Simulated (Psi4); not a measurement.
# CH2FNOSi (SMILES O=C=N[SiH2]F): B2PLYP/cc-pVDZ (density fitting for correlation)

What is the vertical ionisation energy of CH2FNOSi at B2PLYP/cc-pVDZ (density fitting for correlation)? 

Program for the calculation: Psi4 1.11.

### 1 The molecule

The species is CH2FNOSi (7 atoms), meant as a singlet with charge 0. SMILES: `O=C=N[SiH2]F`. The shape is that of a PBE0-D4/def2-TZVP optimisation. This is one conformer, not always the lowest.

Bond lengths: O1–C2 1.162 Å, C2–N3 1.195 Å, N3–Si4 1.694 Å, Si4–F5 1.591 Å, Si4–H6 1.475 Å, Si4–H7 1.475 Å. Angles: O1–C2–N3 178.4°, C2–N3–Si4 166.0°, N3–Si4–F5 109.2°, N3–Si4–H6 109.0°, N3–Si4–H7 109.0°, F5–Si4–H6 108.2°, F5–Si4–H7 108.2°, H6–Si4–H7 113.2°.

### 2 A single-point energy at B2PLYP/cc-pVDZ (density fitting for correlation)

Input file ch2fnosi.py:

```python
import psi4

psi4.set_memory(2200000000)
psi4.set_num_threads(1)
psi4.set_output_file('ch2fnosi.out', False)

mol = psi4.geometry("""
0 1
O     -1.08432485    -5.49532357    -1.04312882
C     -0.57995695    -3.43344340    -0.48395886
N     -0.03590480    -1.33452459     0.14380816
Si     0.40081091     1.82982181     0.35696926
F     -0.79406292     3.15773235    -2.06169120
H     -0.92653272     2.77846432     2.61689274
H      3.13562256     2.36896067     0.38493721
units au
symmetry c1
no_reorient
no_com
""")

options = {'reference': 'rks', 'puream': True, 'e_convergence': 1e-09, 'd_convergence': 1e-08, 'scf_type': 'pk', 'dft_radial_points': 99, 'dft_spherical_points': 590, 'num_frozen_docc': 9}
psi4.set_options(options)

e = psi4.energy('b2plyp/cc-pVDZ', molecule=mol)
print(f'b2plyp/cc-pVDZ energy: {e:.10f} Eh')
```

Run with:

```bash
$ python ch2fnosi.py
```

ch2fnosi.out:

```text
[...]
  Running in c1 symmetry.
[...]
  Nuclear repulsion =  204.922898997471236
[...]
  Multiplicity = 1
[...]
  Nalpha       = 23
  Nbeta        = 23
[...]
    Number of basis functions: 84
[...]
   @RKS iter   1:  -557.98612030682114   -5.98430e-01   7.47117e-03 ADIIS/DIIS
[...]
   @RKS iter  12:  -558.12912022342630   -1.93268e-12   3.03432e-09 DIIS
[...]
    Orbital Energies [Eh]
    ---------------------
    Doubly Occupied:
       1A    -67.335540     2A    -25.367536     3A    -19.796838
       4A    -14.872455     5A    -10.799537     6A     -5.718299
       7A     -3.974563     8A     -3.972265     9A     -3.970280
      10A     -1.366960    11A     -1.271797    12A     -1.083989
      13A     -0.737205    14A     -0.617318    15A     -0.596579
      16A     -0.562254    17A     -0.560114    18A     -0.543214
      19A     -0.538584    20A     -0.488419    21A     -0.434215
      22A     -0.382550    23A     -0.366069
[...]
  @RKS Final Energy:  -558.12912022342630
   => Energetics <=
    Nuclear Repulsion Energy =            204.9228989974712363
    One-Electron Energy =               -1177.1583096177316747
    Two-Electron Energy =                 439.5205689839303886
    DFT Exchange-Correlation Energy =     -25.4142785870962804
    Empirical Dispersion Energy =           0.0000000000000000
    VV10 Nonlocal Energy =                  0.0000000000000000
    Total Energy =                       -558.1291202234262983
[...]
 Multipole Moments:
 ------------------------------------------------------------------------------------
     Multipole            Electronic (a.u.)      Nuclear  (a.u.)        Total (a.u.)
 ------------------------------------------------------------------------------------
 L = 1.  Multiply by 2.5417464519 to convert [e a0] to [Debye]
 Dipole X            :         12.0528131          -11.7317978            0.3210153
 Dipole Y            :         15.1051903          -14.7203996            0.3847907
 Dipole Z            :         21.3131529          -20.7979478            0.5152051
 Magnitude           :                                                    0.7187148
[...]
```

Standard output:

```text
b2plyp/cc-pVDZ energy: -558.3739210454 Eh
```

Run time: 11 s. Hardware: 1 thread of Intel Xeon 6975P-C (Granite Rapids), shared host; peak memory 1.2 GiB.

### 3 The doublet cation

Input file calc.in:

```
memory 2.2 GB

molecule geom {
  1 2
  O     -0.573800    -2.908000    -0.552000
  C     -0.306900    -1.816900    -0.256100
  N     -0.019000    -0.706200     0.076100
  Si     0.212100     0.968300     0.188900
  F     -0.420200     1.671000    -1.091000
  H     -0.490300     1.470300     1.384800
  H      1.659300     1.253600     0.203700
  units angstrom
  symmetry c1
  no_reorient
  no_com
}

set globals {
  basis cc-pVDZ
  reference uks
  puream true
  e_convergence 1e-09
  d_convergence 1e-08
  scf_type pk
  dft_radial_points 99
  dft_spherical_points 590
  num_frozen_docc 9
  maxiter 100
}

result = energy('b2plyp')
print_variables()
```

Run with:

```bash
$ psi4 -n 1 calc.in calc.out
```

calc.out:

```text
[...]
  Running in c1 symmetry.
[...]
  Nuclear repulsion =  204.922898825379804
[...]
  Multiplicity = 2
[...]
  Nalpha       = 23
  Nbeta        = 22
[...]
    Number of basis functions: 84
[...]
   @UKS iter   1:  -557.57320606206770   -1.85516e-01   6.80066e-03 ADIIS/DIIS
[...]
   @UKS iter  23:  -557.72744032036394   -4.32010e-12   3.51036e-09 DIIS
[...]
   @S^2 Observed:                7.995546571E-01
[...]
    Orbital Energies [Eh]
    ---------------------
    Alpha Occupied:
       1A    -67.553348     2A    -25.558398     3A    -20.134295
       4A    -15.214138     5A    -11.084889     6A     -5.938758
       7A     -4.194889     8A     -4.192459     9A     -4.190174
      10A     -1.588346    11A     -1.555259    12A     -1.413930
      13A     -1.019926    14A     -0.906594    15A     -0.873910
      16A     -0.848612    17A     -0.815177    18A     -0.757238
      19A     -0.746790    20A     -0.721847    21A     -0.698222
      22A     -0.685493    23A     -0.629004
    Alpha Virtual:
      24A     -0.186092    25A     -0.182925    26A     -0.120684
[...]
  @UKS Final Energy:  -557.72744032036394
   => Energetics <=
    Nuclear Repulsion Energy =            204.9228988253798036
    One-Electron Energy =               -1165.5811568038498081
    Two-Electron Energy =                 428.1594044329762596
    DFT Exchange-Correlation Energy =     -25.2285867748701556
    Empirical Dispersion Energy =           0.0000000000000000
    VV10 Nonlocal Energy =                  0.0000000000000000
    Total Energy =                       -557.7274403203639395
[...]
 Multipole Moments:
 ------------------------------------------------------------------------------------
     Multipole            Electronic (a.u.)      Nuclear  (a.u.)        Total (a.u.)
 ------------------------------------------------------------------------------------
 L = 1.  Multiply by 2.5417464519 to convert [e a0] to [Debye]
 Dipole X            :         11.9130587          -11.7317977            0.1812609
 Dipole Y            :         13.6305601          -14.7203996           -1.0898395
 Dipole Z            :         21.2785521          -20.7979478            0.4806043
 Magnitude           :                                                    1.2048179
[...]
```

Wall time 24 s (1 thread of Intel Xeon 6975P-C (Granite Rapids), shared host); peak memory 1.2 GiB.

### 4 Results

At B2PLYP/cc-pVDZ (density fitting for correlation), 9 core orbitals frozen:

```
                                                                quantity          value
                                          singlet CH2FNOSi: total energy  -558.37392 Eh
                     singlet CH2FNOSi: HOMO energy (SCF part's orbitals)       -9.96 eV
                     singlet CH2FNOSi: LUMO energy (SCF part's orbitals)        1.44 eV
                   singlet CH2FNOSi: HOMO–LUMO gap (SCF part's orbitals)       11.40 eV
                                            doublet cation: total energy  -557.96522 Eh
doublet cation: HOMO energy (SCF part's orbitals) (highest over α and β)      -16.83 eV
 doublet cation: LUMO energy (SCF part's orbitals) (lowest over α and β)      -11.89 eV
                                                    doublet cation: ⟨S²⟩          0.800
                      vertical ionisation energy (to the doublet cation)      11.121 eV
```

Removing an electron at fixed nuclei costs 11.12 eV (256 kcal/mol). The negative HOMO energy of the first species, 9.96 eV, lies 1.16 eV below that difference.
